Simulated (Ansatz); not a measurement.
# GeH3O2F (SMILES [OH][GeH]([OH])[F]): HF/STO-3G

What is the vertical singlet–triplet gap of GeH3O2F at HF/STO-3G? 

Program for the calculation: Ansatz 0.2.0.

72 further runs of the same task are left out: 72 set aside as unsound or not needed.

## (1) The system as given

The species is GeH3O2F (7 atoms), meant as a singlet with charge 0. SMILES: `[OH][GeH]([OH])[F]`. Geometry: relaxed at PBE0-D4/def2-TZVP. This is one conformer, not always the lowest.

Bond lengths: O1–Ge2 1.758 Å, Ge2–O3 1.748 Å, Ge2–F4 1.736 Å, O1–H5 0.961 Å, Ge2–H6 1.522 Å, O3–H7 0.961 Å. Angles: O1–Ge2–O3 108.4°, O1–Ge2–F4 104.7°, O3–Ge2–F4 110.1°, O1–Ge2–H6 116.0°, O3–Ge2–H6 108.9°, F4–Ge2–H6 108.5°, Ge2–O1–H5 112.4°, Ge2–O3–H7 112.8°.

## (2) A single-point energy at HF/STO-3G

run.yaml reads:

```yaml
crystal:
  periodic: [false, false, false]
  atoms:
    - {symbol: O, position_ang: [-0.352900, 1.140300, -0.859300]}
    - {symbol: Ge, position_ang: [-0.107500, -0.026800, 0.432400]}
    - {symbol: O, position_ang: [1.518200, -0.656000, 0.307600]}
    - {symbol: F, position_ang: [-1.260300, -1.284500, 0.113200]}
    - {symbol: H, position_ang: [-1.209200, 1.041800, -1.283900]}
    - {symbol: H, position_ang: [-0.331400, 0.485800, 1.847500]}
    - {symbol: H, position_ang: [1.804400, -0.768700, -0.603100]}
basis:
  gaussian: {orbitals: STO-3G}
hamiltonian: {xc: hf}
accuracy: high
output: {orbitals: {seedname: orbitals}}
```

Started as:

```sh
$ ansatz run run.yaml --threads 1 --pin off --max-ram 3480MiB --events-out events.jsonl --progress --plain --runs-dir runs
```

The log of the run:

```text
Warning: RAYON_NUM_THREADS=1 ignored (pool sized by the plan → 1); use --threads N
Functional definition: HF
  name "HF"
  exchange = exact_x
  correlation = 0
656 factors; integrals over basis functions are off by at most 5.9e-9 eV
mean field evaluation 1: about -62562.2963 eV, gradient 2.8e1 eV
mean field evaluation 2: about -62562.3999 eV, gradient 2.8e1 eV
mean field evaluation 4: about -62565.7623 eV, gradient 1.6e0 eV
mean field evaluation 8: about -62565.7770 eV, gradient 3.9e-2 eV
mean field -62565.77702568 eV, -2299.2498970869 hartree, gradient 6.3e-9 eV, S^2 0.000000; 0 other end points of the search recorded, 0 dependent functions left out
reference -62565.77702568 eV, -2299.2498970869 hartree; 30, 30 occupied and 6, 6 virtual orbitals, 656 factors
Total energy: -62565.77702568 eV, -2299.2498970869 hartree
```

Run time: 0.38 s. Hardware: 1 thread of Arm Neoverse V2, shared host.

## (3) The triplet

molecule.yaml reads:

```yaml
crystal:
  periodic: [false, false, false]
  atoms:
    - {symbol: O, position_ang: [-0.352900, 1.140300, -0.859300]}
    - {symbol: Ge, position_ang: [-0.107500, -0.026800, 0.432400]}
    - {symbol: O, position_ang: [1.518200, -0.656000, 0.307600]}
    - {symbol: F, position_ang: [-1.260300, -1.284500, 0.113200]}
    - {symbol: H, position_ang: [-1.209200, 1.041800, -1.283900]}
    - {symbol: H, position_ang: [-0.331400, 0.485800, 1.847500]}
    - {symbol: H, position_ang: [1.804400, -0.768700, -0.603100]}
basis:
  gaussian: {orbitals: STO-3G}
accuracy: high
hamiltonian: {xc: hf}
magnetization: {spin_polarized: true, initial_magnetization: 2}
output: {orbitals: {seedname: orbitals}}
```

Started as:

```sh
$ ansatz run molecule.yaml --threads 1 --pin off --max-ram 3480MiB --events-out events.jsonl --progress --plain --runs-dir runs
```

The log of the run:

```text
Warning: RAYON_NUM_THREADS=1 ignored (pool sized by the plan → 1); use --threads N
Functional definition: HF
  name "HF"
  exchange = exact_x
  correlation = 0
656 factors; integrals over basis functions are off by at most 5.9e-9 eV
mean field evaluation 1: about -62552.4151 eV, gradient 1.9e1 eV
mean field evaluation 2: about -62552.6283 eV, gradient 1.9e1 eV
mean field evaluation 4: about -62557.1975 eV, gradient 3.9e0 eV
mean field evaluation 8: about -62558.0172 eV, gradient 3.0e-1 eV
mean field evaluation 16: about -62558.0111 eV, gradient 2.7e-8 eV
mean field evaluation 32: about -62557.3496 eV, gradient 2.0e0 eV
mean field evaluation 64: about -62557.3045 eV, gradient 2.4e0 eV
mean field evaluation 96: about -62556.2861 eV, gradient 2.4e0 eV
mean field -62558.01107351 eV, -2298.9645036086 hartree, gradient 3.0e-8 eV, S^2 2.006923; 2 other end points of the search recorded, 0 dependent functions left out
reference -62558.01107351 eV, -2298.9645036086 hartree; 31, 29 occupied and 5, 7 virtual orbitals, 656 factors
Total energy: -62558.01107351 eV, -2298.9645036086 hartree
```

It took 1.7 s on 1 thread of Arm Neoverse V2, shared host; peak memory 0.11 GiB.

## (4) Outcome

Level: HF/STO-3G.

```
                                        quantity           value
                           singlet: total energy  -2299.24990 Eh
                            singlet: HOMO energy        -9.47 eV
                            singlet: LUMO energy        10.92 eV
                          singlet: HOMO–LUMO gap        20.39 eV
                           triplet: total energy  -2298.96450 Eh
     triplet: HOMO energy (highest over α and β)         0.29 eV
      triplet: LUMO energy (lowest over α and β)         5.38 eV
                                   triplet: ⟨S²⟩           2.007
vertical energy of the triplet above the singlet        7.766 eV
```

**Reading.** At this shape the triplet lies 7.77 eV (749 kJ/mol) above the singlet. In a minimal basis such a difference can be off by several eV, whatever the method.
